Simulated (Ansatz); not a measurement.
# Si5C: the cost of one run

Method: DFT PBE, scalar-relativistic, plane waves, PAW, in Ansatz 0.2.0.

## (1) Starting point

Symmetry: P-6m2, No. 187, hexagonal system. Conventional cell: a = 2.761 Å, b = 2.761 Å, c = 13.451 Å, α = 90.00°, β = 90.00°, γ = 120.00°. Around Si (site symmetry 3m) lie 9 Si at 2.75 to 2.76 Å and 3 C at 2.75 Å. Si (site symmetry -6m2) is surrounded by 12 Si at 2.75 to 2.76 Å. Around Si (site symmetry 3m) lie 12 Si at 2.75 to 2.76 Å. Around C (site symmetry -6m2) lie 6 Si at 2.75 Å and 6 C at 2.76 Å.

As a file:

```cif
data_structure
_symmetry_space_group_name_H-M 'P-6m2'
_symmetry_Int_Tables_number 187
_cell_length_a 2.7609
_cell_length_b 2.7609
_cell_length_c 13.4514
_cell_angle_alpha 90.000
_cell_angle_beta 90.000
_cell_angle_gamma 120.000
_cell_volume 88.79
loop_
_atom_site_label
_atom_site_type_symbol
_atom_site_symmetry_multiplicity
_atom_site_Wyckoff_symbol
_atom_site_fract_x
_atom_site_fract_y
_atom_site_fract_z
_atom_site_occupancy
Si1 Si 2 h 0.33333 0.66667 0.66667 1
Si2 Si 1 c 0.33333 0.66667 0.00000 1
Si3 Si 2 i 0.66667 0.33333 0.83333 1
C1 C 1 f 0.66667 0.33333 0.50000 1
```

The start is an ordering of an alloy on its end members' structure types: elements ordered on the sites of the Co type, Si/C on Co (P-6m2, No. 187).

## (2) A first look at the guess

Input file input.yaml:

```yaml
crystal:
  lattice:
    - [2.76085735, 0.0, 0.0]
    - [-1.38042867, 2.3909726, 0.0]
    - [0.0, 0.0, 13.45136631]
  atoms:
    - { symbol: Si, position: [0.33333333, 0.66666667, 0.66666667] }
    - { symbol: Si, position: [0.33333333, 0.66666667, 0.0] }
    - { symbol: Si, position: [0.33333333, 0.66666667, 0.33333333] }
    - { symbol: Si, position: [0.66666667, 0.33333333, 0.83333333] }
    - { symbol: Si, position: [0.66666667, 0.33333333, 0.16666667] }
    - { symbol: C, position: [0.66666667, 0.33333333, 0.5] }
basis:
  ecutwfc: 420
kpoints:
  mp_grid: { grid: [6, 6, 2] }
hamiltonian:
  xc: pbe
scf:
  occupations: { method: gaussian, width: 0.1 }
  lower_state_search: "off"
output:
  forces: true
  stress: true
  eigenvalues: true
```

On the command line:

```bash
$ ansatz run input.yaml --threads 1 --pin off --max-ram 2560MiB --backend cpu --events-out ev --progress --plain --runs-dir out
```

**Question.** How long does this run take on 1 thread of Intel Xeon at 2.50GHz (Skylake/Cascade Lake), shared host, and how much memory does it need?

About 5.6 s, with a peak of 0.32 GiB.
